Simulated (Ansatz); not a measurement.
**AlCl2(OH) (AlCl₂HO): an energy map over bond length Al1–Cl3 and angle Cl3–Al1–O4**

Aim: map the energy of AlCl2(OH) (AlCl2HO) over two coordinates, and find its wells, ridges and stiffness.

Computed with Ansatz 0.2.0. Level: RHF/def2-TZVP.

## (1) Where the work starts

5 atoms, charge 0, spin multiplicity 1.

Atoms are counted from 1 here; the program's logs count them from 0.

Bond lengths: Al1–Cl2 2.092 Å, Al1–Cl3 2.102 Å, Al1–O4 1.703 Å, O4–H5 0.970 Å. Angles: Cl2–Al1–Cl3 120.2°, Cl2–Al1–O4 117.3°, Cl3–Al1–O4 122.5°, Al1–O4–H5 122.9°.

As a file:

```xyz
5

Al    0.2958    0.2574   -0.0599
Cl    2.3834    0.2520   -0.2010
Cl   -0.7731    2.0553   -0.2650
O    -0.4717   -1.2366    0.2231
H    -1.4345   -1.3281    0.3028
```

This geometry comes from a loose relaxation at PBE in a small basis, which is not shown.

## (2) The minimum at this level

Contents of input.yaml:

```yaml
crystal:
  periodic: [false, false, false]
  atoms:
    - { symbol: Al, position_ang: [0.295822, 0.257413, -0.059851] }
    - { symbol: Cl, position_ang: [2.383448, 0.251967, -0.200982] }
    - { symbol: Cl, position_ang: [-0.77311, 2.055252, -0.265031] }
    - { symbol: O, position_ang: [-0.471661, -1.23656, 0.223099] }
    - { symbol: H, position_ang: [-1.4345, -1.328082, 0.302755] }
basis:
  gaussian: { orbitals: def2-TZVP }
hamiltonian:
  xc: hf
output:
  forces: true
relax:
  f_tol: 0.003
  max_steps: 120
```

Run with:

```
> ansatz run input.yaml --threads 1 --pin off --max-ram 2560MiB --backend cpu --events-out ev --progress --plain --runs-dir out
```

What it wrote, shortened:

```text
Warning: RAYON_NUM_THREADS=1 ignored (pool sized by the plan → 1); use --threads N
[...]
Functional definition: HF
[...]
1187 factors; their error is unknown
[...]
mean field -33650.82878603 eV, -1236.6451485356 hartree, gradient 1.6e-5 eV, S^2 0.000000; 0 other end points of the search recorded, 0 dependent functions left out
[...]
reference -33650.82878603 eV, -1236.6451485356 hartree; 28, 28 occupied and 120, 120 virtual orbitals, 1187 factors
relax step   1: F+E_penalty+E_count = -33650.82878603 eV  Δ(F+E_penalty+E_count) = +0.000e0 eV  max|allowed force component| = 1.686e0 eV/Å  Δτ_max = 0.0000 Å  (33 SCF iters, accepted)
[...]
relax step   6: F+E_penalty+E_count = -33650.89782406 eV  Δ(F+E_penalty+E_count) = -7.403e-4 eV  max|allowed force component| = 4.893e-3 eV/Å  Δτ_max = 0.0237 Å  (30 SCF iters, accepted)
[...]
relax step   7: F+E_penalty+E_count = -33650.89783349 eV  Δ(F+E_penalty+E_count) = -9.431e-6 eV  max|allowed force component| = 9.539e-4 eV/Å  Δτ_max = 0.0023 Å  (31 SCF iters, accepted)
1187 factors; their error is unknown
[...]
mean field -33650.89783349 eV, -1236.6476859830 hartree, gradient 1.6e-5 eV, S^2 0.000000; 1 other end points of the search recorded, 0 dependent functions left out
[...]
reference -33650.89783349 eV, -1236.6476859830 hartree; 28, 28 occupied and 120, 120 virtual orbitals, 1187 factors
Total energy: -33650.89783349 eV, -1236.6476859830 hartree
Atom 0 at     0.295533     0.247641    -0.058109 Å, force    -0.000537    -0.000255    -0.000954 eV/Å
Atom 1 at     2.364315     0.250035    -0.199539 Å, force     0.000300     0.000072     0.000356 eV/Å
Atom 2 at    -0.761173     2.030572    -0.262050 Å, force     0.000089     0.000110     0.000274 eV/Å
Atom 3 at    -0.489120    -1.185762     0.216672 Å, force     0.000109     0.000035     0.000095 eV/Å
Atom 4 at    -1.409557    -1.342496     0.303015 Å, force     0.000039     0.000037     0.000229 eV/Å
Dipole moment:    -0.359992    -0.127320     0.044274 e Å
```

It took 48 s on 1 thread of Arm Neoverse N1, shared host; peak memory 0.32 GiB.

The steps of the relaxation:

| step | energy from step 1 (eV) | largest force component (eV/Å) |
| --- | --- | --- |
| 1 | 0.0000 | 1.6863 |
| 2 | -0.0560 | 0.6399 |
| 3 | -0.0648 | 0.1630 |
| 4 | -0.0659 | 0.0929 |
| 5 | -0.0683 | 0.1179 |
| 6 | -0.0690 | 0.0049 |
| 7 | -0.0690 | 0.0010 |

Distances of close pairs at the start and the end, largest changes first:

| bond | before (Å) | after (Å) | change (Å) |
| --- | --- | --- | --- |
| Al1–O4 | 1.703 | 1.657 | -0.046 |
| O4–H5 | 0.970 | 0.938 | -0.033 |
| Al1–Cl3 | 2.102 | 2.083 | -0.019 |
| Al1–Cl2 | 2.092 | 2.074 | -0.019 |

## (3) Plan of the scan

First coordinate, bond length Al1–Cl3: 13 values from 1.708 to 3.124 Å. Second coordinate, angle Cl3–Al1–O4: 13 values from 86.1 to 156.1 °.

Nothing else is relaxed (all other coordinates rigid). Energies count from the relaxed molecule at the same level.

Of the runs on the grid, 3 are shown in the steps below; the others differ only in the two coordinates.

## (4) Point bond length Al1–Cl3 = 1.944 Å, angle Cl3–Al1–O4 = 150.3°

Contents of input.yaml:

```yaml
crystal:
  periodic: [false, false, false]
  atoms:
    - { symbol: Al, position_ang: [0.295533, 0.247641, -0.058109] }
    - { symbol: Cl, position_ang: [2.364315, 0.250035, -0.199539] }
    - { symbol: Cl, position_ang: [0.249237, 2.168751, -0.351929] }
    - { symbol: O, position_ang: [-0.48912, -1.185762, 0.216672] }
    - { symbol: H, position_ang: [-1.409557, -1.342496, 0.303015] }
basis:
  gaussian: { orbitals: def2-TZVP }
hamiltonian:
  xc: hf
output:
  forces: true
```

Run with:

```
> ansatz run input.yaml --threads 1 --pin off --max-ram 2560MiB --backend cpu --events-out ev --progress --plain --runs-dir out
```

What it wrote, shortened:

```text
Warning: RAYON_NUM_THREADS=1 ignored (pool sized by the plan → 1); use --threads N
[...]
[... 1 set-up line as earlier in the session ...]
[...]
1187 factors; their error is unknown
[...]
mean field -33649.75298762 eV, -1236.6056136731 hartree, gradient 1.7e-5 eV, S^2 0.000000; 0 other end points of the search recorded, 0 dependent functions left out
[...]
reference -33649.75298762 eV, -1236.6056136731 hartree; 28, 28 occupied and 120, 120 virtual orbitals, 1187 factors
Total energy: -33649.75298762 eV, -1236.6056136731 hartree
Atom 0 at     0.295533     0.247641    -0.058109 Å, force     1.476287    -2.758198     0.325266 eV/Å
Atom 1 at     2.364315     0.250035    -0.199539 Å, force     1.452433    -1.632509     0.153559 eV/Å
Atom 2 at     0.249237     2.168751    -0.351929 Å, force    -2.360905     4.032514    -0.462293 eV/Å
Atom 3 at    -0.489120    -1.185762     0.216672 Å, force    -0.533416     0.501893    -0.041287 eV/Å
Atom 4 at    -1.409557    -1.342496     0.303015 Å, force    -0.034398    -0.143701     0.024755 eV/Å
Dipole moment:    -0.825448    -0.104069     0.072268 e Å
```

Run time: 5.9 s. Hardware: 1 thread of Arm Neoverse N1, shared host; peak memory 0.3 GiB.

On the map this point reads 26 kcal/mol.

## (5) The run at bond length Al1–Cl3 = 2.062 Å, angle Cl3–Al1–O4 = 121.1°

Changes to input.yaml since step 4:

```diff
@@ -5,3 +5,3 @@
     - { symbol: Cl, position_ang: [2.364315, 0.250035, -0.199539] }
-    - { symbol: Cl, position_ang: [0.249237, 2.168751, -0.351929] }
+    - { symbol: Cl, position_ang: [-0.750762, 2.012956, -0.260033] }
     - { symbol: O, position_ang: [-0.48912, -1.185762, 0.216672] }
```

Run with:

```
> ansatz run input.yaml --threads 1 --pin off --max-ram 2560MiB --backend cpu --events-out ev --progress --plain --runs-dir out
```

What it wrote, shortened:

```text
Warning: RAYON_NUM_THREADS=1 ignored (pool sized by the plan → 1); use --threads N
[...]
[... 1 set-up line as earlier in the session ...]
[...]
1187 factors; their error is unknown
[...]
mean field -33650.89389647 eV, -1236.6475413001 hartree, gradient 1.5e-5 eV, S^2 0.000000; 0 other end points of the search recorded, 0 dependent functions left out
[...]
reference -33650.89389647 eV, -1236.6475413001 hartree; 28, 28 occupied and 120, 120 virtual orbitals, 1187 factors
Total energy: -33650.89389647 eV, -1236.6475413001 hartree
Atom 0 at     0.295533     0.247641    -0.058109 Å, force     0.172537    -0.300499     0.033717 eV/Å
Atom 1 at     2.364315     0.250035    -0.199539 Å, force     0.019860    -0.008741     0.000387 eV/Å
Atom 2 at    -0.750762     2.012956    -0.260033 Å, force    -0.195032     0.333873    -0.038078 eV/Å
Atom 3 at    -0.489120    -1.185762     0.216672 Å, force    -0.001078    -0.025193     0.004076 eV/Å
Atom 4 at    -1.409557    -1.342496     0.303015 Å, force     0.003712     0.000561    -0.000101 eV/Å
Dipole moment:    -0.371328    -0.110594     0.042459 e Å
```

It took 6 s on 1 thread of Arm Neoverse N1, shared host; peak memory 0.31 GiB.

On the map this point reads 0.09 kcal/mol.

## (6) Grid point bond length Al1–Cl3 = 2.298 Å, angle Cl3–Al1–O4 = 109.4°

Changes to input.yaml since step 5:

```diff
@@ -5,3 +5,3 @@
     - { symbol: Cl, position_ang: [2.364315, 0.250035, -0.199539] }
-    - { symbol: Cl, position_ang: [-0.750762, 2.012956, -0.260033] }
+    - { symbol: Cl, position_ang: [-1.246631, 1.944014, -0.215749] }
     - { symbol: O, position_ang: [-0.48912, -1.185762, 0.216672] }
```

Run with:

```
> ansatz run input.yaml --threads 1 --pin off --max-ram 2560MiB --backend cpu --events-out ev --progress --plain --runs-dir out
```

What it wrote, shortened:

```text
Warning: RAYON_NUM_THREADS=1 ignored (pool sized by the plan → 1); use --threads N
[...]
[... 1 set-up line as earlier in the session ...]
[...]
1187 factors; their error is unknown
[...]
mean field -33650.49561542 eV, -1236.6329047414 hartree, gradient 1.5e-5 eV, S^2 0.000000; 0 other end points of the search recorded, 0 dependent functions left out
[...]
reference -33650.49561542 eV, -1236.6329047414 hartree; 28, 28 occupied and 120, 120 virtual orbitals, 1187 factors
Total energy: -33650.49561542 eV, -1236.6329047414 hartree
Atom 0 at     0.295533     0.247641    -0.058109 Å, force    -1.888292     1.253587    -0.066766 eV/Å
Atom 1 at     2.364315     0.250035    -0.199539 Å, force    -0.301069     0.271275    -0.021015 eV/Å
Atom 2 at    -1.246631     1.944014    -0.215749 Å, force     1.907309    -1.513513     0.104799 eV/Å
Atom 3 at    -0.489120    -1.185762     0.216672 Å, force     0.296436    -0.088979    -0.006249 eV/Å
Atom 4 at    -1.409557    -1.342496     0.303015 Å, force    -0.014383     0.077630    -0.010768 eV/Å
Dipole moment:    -0.048720    -0.203285     0.034895 e Å
```

It took 5.7 s on 1 thread of Arm Neoverse N1, shared host; peak memory 0.3 GiB.

That is 9 kcal/mol from the zero.

## (7) All points together

169 points were computed. Energies in kcal/mol, from the relaxed molecule at the same level:

```csv
"angle Cl3–Al1–O4 (°) ↓, bond length Al1–Cl3 (Å) →",1.708,1.826,1.944,2.062,2.180,2.298,2.416,2.534,2.652,2.770,2.888,3.006,3.124
156.1,93,57,39,31,30,33,38,45,53,60,68,76,83
150.3,78,44,26,20,20,24,30,38,46,55,63,71,79
144.4,67,34,18,12,13,17,24,33,41,50,59,68,76
138.6,60,27,12,6,8,13,20,29,38,47,56,65,73
132.8,55,23,8,3,4,10,17,26,36,45,54,63,71
126.9,53,21,6,1,2,8,16,25,34,43,53,62,70
121.1,52,20,5,0,2,7,15,24,33,43,52,61,70
115.3,53,21,6,1,2,8,15,24,34,43,52,61,69
109.4,57,24,8,3,4,9,17,25,35,44,53,62,70
103.6,62,28,12,6,7,12,19,28,36,46,54,63,71
97.8,70,35,18,12,12,16,23,31,39,48,57,65,73
91.9,81,45,27,19,19,22,28,35,43,51,60,68,75
86.1,97,60,39,30,28,30,35,41,48,56,64,71,78
```

The dipole moment (D) at each point:

```csv
"angle Cl3–Al1–O4 (°) ↓, bond length Al1–Cl3 (Å) →",1.708,1.826,1.944,2.062,2.180,2.298,2.416,2.534,2.652,2.770,2.888,3.006,3.124
156.1,4.5,4.4,4.4,4.5,4.6,4.7,5.0,5.3,5.6,6.1,6.5,7.0,7.5
150.3,4.2,4.1,4.0,4.0,4.1,4.3,4.5,4.8,5.2,5.6,6.0,6.5,7.0
144.4,3.9,3.7,3.6,3.6,3.6,3.8,4.0,4.3,4.7,5.1,5.6,6.1,6.6
138.6,3.6,3.4,3.2,3.2,3.2,3.3,3.6,3.9,4.2,4.7,5.2,5.7,6.2
132.8,3.3,3.0,2.8,2.7,2.7,2.8,3.1,3.4,3.8,4.3,4.8,5.3,5.8
126.9,3.0,2.7,2.5,2.3,2.3,2.4,2.6,3.0,3.4,3.9,4.4,4.9,5.5
121.1,2.8,2.4,2.1,1.9,1.8,1.9,2.2,2.6,3.0,3.5,4.1,4.7,5.2
115.3,2.5,2.1,1.8,1.5,1.3,1.4,1.8,2.2,2.7,3.3,3.9,4.5,5.1
109.4,2.3,1.9,1.4,1.0,0.9,1.0,1.4,2.0,2.5,3.1,3.7,4.3,4.9
103.6,2.1,1.7,1.2,0.7,0.4,0.7,1.2,1.8,2.4,3.0,3.7,4.3,4.9
97.8,2.0,1.5,1.0,0.5,0.1,0.7,1.3,1.9,2.5,3.1,3.7,4.3,5.0
91.9,1.8,1.4,1.0,0.6,0.6,1.0,1.5,2.1,2.7,3.3,3.9,4.5,5.1
86.1,1.7,1.4,1.1,1.0,1.1,1.4,1.9,2.4,3.0,3.5,4.2,4.8,5.4
```

## (8) Results

| quantity | value |
| --- | --- |
| lowest point | bond length Al1–Cl3 = 2.062 Å, angle Cl3–Al1–O4 = 121.1°, 0.09 kcal/mol |
| highest computed point | bond length Al1–Cl3 = 1.708 Å, angle Cl3–Al1–O4 = 86.1°, 97 kcal/mol above the lowest |
| dipole moment (D) | 0.1 at bond length Al1–Cl3 = 2.180 Å, angle Cl3–Al1–O4 = 97.8° to 7.5 at bond length Al1–Cl3 = 3.124 Å, angle Cl3–Al1–O4 = 156.1°; 1.9 at the lowest point |
| time for the whole task | 18 min on 1 thread, shared host |

**Reading.** The lowest computed point is at bond length Al1–Cl3 = 2.062 Å, angle Cl3–Al1–O4 = 121.1°, 0.09 kcal/mol from the relaxed molecule at the same level. The grid is coarse, so the lowest point of the scanned range may lie between grid points; coordinates that were held can hide deeper minima. No other kind of well shows on this grid. The highest computed point, bond length Al1–Cl3 = 1.708 Å, angle Cl3–Al1–O4 = 86.1°, lies 97 kcal/mol above the lowest. Round the minimum the two coordinates are nearly uncoupled.
